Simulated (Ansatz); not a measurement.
# Ti: the cost of one run

Program: Ansatz 0.2.0. Level of theory: DFT PBEsol, scalar-relativistic, plane waves, PAW. These are calculated values, not measurements.

This is Ti in the fcc structure; at room conditions it is hcp.

**1. The system as given**

Symmetry: Fm-3m, No. 225, cubic system. Conventional cell: a = 4.060 Å, b = 4.060 Å, c = 4.060 Å, α = 90.00°, β = 90.00°, γ = 90.00°. Ti (site symmetry m-3m) is surrounded by 12 Ti at 2.87 Å.

Coordinates:

```cif
data_structure
_symmetry_space_group_name_H-M 'P 1'
_symmetry_Int_Tables_number 1
_cell_length_a 2.8709
_cell_length_b 2.8709
_cell_length_c 2.8709
_cell_angle_alpha 60.000
_cell_angle_beta 60.000
_cell_angle_gamma 60.000
_cell_volume 16.73
loop_
_atom_site_label
_atom_site_type_symbol
_atom_site_fract_x
_atom_site_fract_y
_atom_site_fract_z
_atom_site_occupancy
Ti1 Ti 0.00000 0.00000 0.00000 1
```

No relaxation comes first: the listed cell is the starting point.

**2. The reference: the undisturbed cell on the scan's mesh**

input.yaml

```yaml
crystal:
  lattice:
    - [0.0, 2.03, 2.03]
    - [2.03, 0.0, 2.03]
    - [2.03, 2.03, 0.0]
  atoms:
    - { symbol: Ti, position: [0.0, 0.0, 0.0] }
basis:
  ecutwfc: 420
kpoints:
  mp_grid: { grid: [22, 22, 22] }
hamiltonian:
  xc: pbesol
scf:
  occupations: { method: gaussian, width: 0.15 }
output:
  forces: true
  stress: true
  eigenvalues: true
```

**Question.** How long does this run take on 1 thread of an Arm CPU, shared host, and how much memory does it need?

About 3.3 s, with a peak of 0.33 GiB.
